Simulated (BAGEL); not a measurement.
# C2HBF2 (SMILES C#CB(F)F), step by step

We compute a single-point energy (HF/def2-SV(P)), then a single-point energy (NEVPT2(2,2)/def2-SV(P)), then a single-point energy (CASPT2(2,2)/def2-SV(P)) of C2HBF2. 

The calculation is run with BAGEL 1.2.2.

1 further run of the same task is left out (set aside as unsound or not needed).

## 1. The molecule

C2HBF2 has 6 atoms, charge 0, and is taken as a singlet. SMILES: `C#CB(F)F`. The C2–B3 distance was set to 2.889 Å, away from the relaxed value. At this shape a bond of the SMILES string is far longer than usual.

Bond lengths: C1–C2 1.203 Å, B3–F4 1.316 Å, B3–F5 1.316 Å, C1–H6 1.066 Å. Angles: F4–B3–F5 117.8°, C2–C1–H6 180.0°.

## 2. A single-point energy at HF/def2-SV(P) (density fitting with svp-jkfit) (run 1)

File input.json:

```json
{ "bagel": [

{
  "title": "molecule",
  "basis": "def2-sv_p_.json",
  "df_basis": "svp-jkfit",
  "angstrom": "true",
  "geometry": [
    { "atom": "C", "xyz": [   -1.640227,    0.842653,    2.324471 ] },
    { "atom": "C", "xyz": [   -0.975127,    0.498053,    1.382771 ] },
    { "atom": "B", "xyz": [    0.622000,   -0.329200,   -0.878400 ] },
    { "atom": "F", "xyz": [    0.153600,   -1.179500,   -1.766600 ] },
    { "atom": "F", "xyz": [    1.841700,    0.131700,   -1.054100 ] },
    { "atom": "H", "xyz": [   -2.229527,    1.147853,    3.158971 ] }
  ]
},
{ "title": "hf" },
{ "title": "print", "file": "orbitals.molden", "orbitals": "true" }

]}
```

The basis set def2-SV(P) is read from a file made from the Basis Set Exchange's data (not shown).

On the command line:

```bash
$ BAGEL_NUM_THREADS=1 BAGEL input.json > input.out
```

The program printed:

```text
* using 1 threads per process

  ===============================================================
  ===============================================================

  *** Geometry ***

  { "atom" : "C", "xyz" : [     -3.099580,      1.592383,      4.392614 ] },
  { "atom" : "C", "xyz" : [     -1.842723,      0.941184,      2.613058 ] },
  { "atom" : "B", "xyz" : [      1.175410,     -0.622098,     -1.659935 ] },
  { "atom" : "F", "xyz" : [      0.290262,     -2.228932,     -3.338390 ] },
  { "atom" : "F", "xyz" : [      3.480309,      0.248877,     -1.991960 ] },
  { "atom" : "H", "xyz" : [     -4.213195,      2.169128,      5.969590 ] },

  Number of auxiliary basis functions:      397

  Since a DF basis is specified, we compute 2- and 3-index integrals:
    o Being stored without compression. Storage requirement is 0.016 GB

  Number of basis functions:       72
  Number of electrons      :       36

    * METHOD: MOLECULE                             0.11

  *** RHF ***

  === Nuclear Repulsion ===
   113.8443214585

      * DIIS with orbital gradients will be used.

  === RHF iteration (def2-sv_p_.json) ===
      0       -299.19800436          0.02537387           0.03
      1       -299.38028351          0.01736728           0.02
      2       -299.48331860          0.00181111           0.02
      3       -299.48549397          0.00094575           0.02
      4       -299.48585729          0.00020152           0.02
      5       -299.48588826          0.00007903           0.02
      6       -299.48589311          0.00002913           0.02
      7       -299.48589410          0.00000775           0.02
      8       -299.48589416          0.00000183           0.03
      9       -299.48589416          0.00000086           0.03
     10       -299.48589416          0.00000043           0.02
     11       -299.48589416          0.00000014           0.02
     12       -299.48589416          0.00000006           0.02
     13       -299.48589416          0.00000003           0.03
     14       -299.48589416          0.00000001           0.03
     15       -299.48589416          0.00000001           0.03
    * SCF iteration converged.

    * Permanent dipole moment:
           (   -0.610584,     0.315987,     0.864040) a.u.

    * METHOD: HF                                   0.48

    * METHOD: PRINT                                0.01

  ===============================================================
```

Run time: 0.76 s. Hardware: 1 thread of Arm Neoverse V2, shared host; peak memory 0.15 GiB.

## 3. A single-point energy at NEVPT2(2,2)/def2-SV(P) (density fitting with svp-jkfit) (run 2)

File calc.json:

```json
{ "bagel" : [

{
  "title" : "molecule",
  "basis" : "def2-sv_p_.json",
  "df_basis" : "svp-jkfit",
  "angstrom" : "true",
  "geometry" : [
    { "atom" : "C", "xyz" : [   -1.640227,    0.842653,    2.324471 ] },
    { "atom" : "C", "xyz" : [   -0.975127,    0.498053,    1.382771 ] },
    { "atom" : "B", "xyz" : [    0.622000,   -0.329200,   -0.878400 ] },
    { "atom" : "F", "xyz" : [    0.153600,   -1.179500,   -1.766600 ] },
    { "atom" : "F", "xyz" : [    1.841700,    0.131700,   -1.054100 ] },
    { "atom" : "H", "xyz" : [   -2.229527,    1.147853,    3.158971 ] }
  ]
},
{
  "title" : "hf",
  "charge" : 0
},
{
  "title" : "casscf",
  "nstate" : 1,
  "nact" : 2,
  "nclosed" : 17,
  "charge" : 0,
  "active" : [16, 19],
  "maxiter" : 200,
  "natocc" : "true"
},
{
  "title" : "nevpt2",
  "nstate" : 1,
  "nact" : 2,
  "nclosed" : 17,
  "charge" : 0,
  "active" : [16, 19],
  "maxiter" : 200,
  "natocc" : "true",
  "ncore" : 5
},
{
  "title" : "print",
  "file" : "orbitals.molden",
  "orbitals" : "true"
}

]}
```

The basis set def2-SV(P) is read from a file made from the Basis Set Exchange's data (not shown).

On the command line:

```bash
$ BAGEL_NUM_THREADS=1 BAGEL calc.json > calc.out
```

The program printed:

```text
* using 1 threads per process

  ===============================================================
  ===============================================================

  *** Geometry ***

  { "atom" : "C", "xyz" : [     -3.099580,      1.592383,      4.392614 ] },
  { "atom" : "C", "xyz" : [     -1.842723,      0.941184,      2.613058 ] },
  { "atom" : "B", "xyz" : [      1.175410,     -0.622098,     -1.659935 ] },
  { "atom" : "F", "xyz" : [      0.290262,     -2.228932,     -3.338390 ] },
  { "atom" : "F", "xyz" : [      3.480309,      0.248877,     -1.991960 ] },
  { "atom" : "H", "xyz" : [     -4.213195,      2.169128,      5.969590 ] },

  Number of auxiliary basis functions:      397

[... 21 lines left out ...]
    * SCF iteration converged.
[... 1 line left out ...]
    * Permanent dipole moment:
[... 27 lines left out ...]
    * Second-order optimization converged. *
[... 1 line left out ...]
     guess   0:   closed 1.                   open ..

  === FCI iteration ===

      0  0      -299.47462554     8.83e-02      0.00
      1  0      -299.53542426     2.71e-02      0.00
      2  0 *    -299.54408269     2.44e-16      0.00

     * ci vector, state   0, <S^2> = 0.0000
       2.     0.9276885962
       .2    -0.3733548827

    * METHOD: CASSCF                               1.69

    * freezing 5 orbitals

  === DF-NEVPT2 calculation ===

    * 3-index integral transformation done
    * assembly done

      NEVPT2 correlation energy:   -0.6598652570      0.11

          (+0)     -0.5869386264
          (+0)'    -0.0159962779
          (+1)     -0.0203718650
          (+1)'    -0.0000000000
          (+2)     -0.0002627636
          (-1)     -0.0342268579
          (-1)'     0.0000000000
          (-2)     -0.0020688661

      NEVPT2 total energy:       -300.2039479460

    * METHOD: NEVPT2                               0.17

    * METHOD: PRINT                                0.01

  ===============================================================
```

Wall time 2.6 s (1 thread of Arm Neoverse V2, shared host); peak memory 0.15 GiB.

## 4. A single-point energy at CASPT2(2,2)/def2-SV(P) (density fitting with svp-jkfit) (run 3)

File job.json:

```json
{ "bagel": [

{
  "title": "molecule",
  "basis": "def2-sv_p_.json",
  "df_basis": "svp-jkfit",
  "angstrom": true,
  "geometry": [
    { "atom": "C", "xyz": [   -1.640227,    0.842653,    2.324471 ] },
    { "atom": "C", "xyz": [   -0.975127,    0.498053,    1.382771 ] },
    { "atom": "B", "xyz": [    0.622000,   -0.329200,   -0.878400 ] },
    { "atom": "F", "xyz": [    0.153600,   -1.179500,   -1.766600 ] },
    { "atom": "F", "xyz": [    1.841700,    0.131700,   -1.054100 ] },
    { "atom": "H", "xyz": [   -2.229527,    1.147853,    3.158971 ] }
  ]
},
{
  "title": "hf"
},
{
  "title": "casscf",
  "nstate": 1,
  "nact": 2,
  "nclosed": 17,
  "active": [16, 19],
  "maxiter": 200,
  "natocc": true
},
{
  "title": "print",
  "file": "orbitals.molden",
  "orbitals": true
},
{
  "title": "smith",
  "method": "caspt2",
  "ms": true,
  "xms": true,
  "sssr": true,
  "shift": 0.2,
  "shift_imag": true,
  "ncore": 5
}

]}
```

The basis set def2-SV(P) is read from a file made from the Basis Set Exchange's data (not shown).

On the command line:

```bash
$ BAGEL_NUM_THREADS=1 BAGEL job.json > job.out
```

The program printed:

```text
* using 1 threads per process

  ===============================================================
  ===============================================================

  *** Geometry ***

  { "atom" : "C", "xyz" : [     -3.099580,      1.592383,      4.392614 ] },
  { "atom" : "C", "xyz" : [     -1.842723,      0.941184,      2.613058 ] },
  { "atom" : "B", "xyz" : [      1.175410,     -0.622098,     -1.659935 ] },
  { "atom" : "F", "xyz" : [      0.290262,     -2.228932,     -3.338390 ] },
  { "atom" : "F", "xyz" : [      3.480309,      0.248877,     -1.991960 ] },
  { "atom" : "H", "xyz" : [     -4.213195,      2.169128,      5.969590 ] },

  Number of auxiliary basis functions:      397

[... 21 lines left out ...]
    * SCF iteration converged.
[... 1 line left out ...]
    * Permanent dipole moment:
[... 27 lines left out ...]
    * Second-order optimization converged. *
[... 9 lines left out ...]
     * ci vector, state   0, <S^2> = 0.0000
[... 16 lines left out ...]
    * Zeroth order energy : state  0       -0.6787501512
[... 4 lines left out ...]
       #      aibj      arbs      arbi      airj      risj      airs      arst      rist         Etot      error   time
[... 2 lines left out ...]
       0  -0.58535  -0.00274  -0.03632  -0.02248  -0.00043  -0.01547  -0.00000  -0.00000   -0.6627885  0.0008379   0.06
       1  -0.58539  -0.00274  -0.03639  -0.02255  -0.00044  -0.01563  -0.00000  -0.00000   -0.6631444  0.0000848   0.05
       2  -0.58539  -0.00274  -0.03639  -0.02256  -0.00044  -0.01563  -0.00000  -0.00000   -0.6631490  0.0000100   0.05
       3  -0.58539  -0.00274  -0.03639  -0.02255  -0.00044  -0.01563   0.00000   0.00000   -0.6631491  0.0000013   0.05
       4  -0.58539  -0.00274  -0.03639  -0.02255  -0.00044  -0.01563  -0.00000  -0.00000   -0.6631491  0.0000002   0.06

      ------------------------------------------------------------------------------------------------------------------

    * CASPT2 energy : state  0     -300.2105595598
        w/o shift correction       -300.2072317410
        reference weight              0.8340222257

    * METHOD: SMITH                                0.40

  ===============================================================
```

Run time: 2.8 s. Hardware: 1 thread of Arm Neoverse V2, shared host; peak memory 0.15 GiB.

## 5. What came out

```
                                   quantity          value
         run 1, HF/def2-SV(P): total energy  -299.48589 Eh
        run 1, HF/def2-SV(P): dipole moment         2.81 D
          run 1, HF/def2-SV(P): HOMO energy      -10.28 eV
          run 1, HF/def2-SV(P): LUMO energy       -0.78 eV
        run 1, HF/def2-SV(P): HOMO–LUMO gap        9.50 eV
run 2, NEVPT2(2,2)/def2-SV(P): total energy  -300.20395 Eh
run 3, CASPT2(2,2)/def2-SV(P): total energy  -300.21056 Eh
```
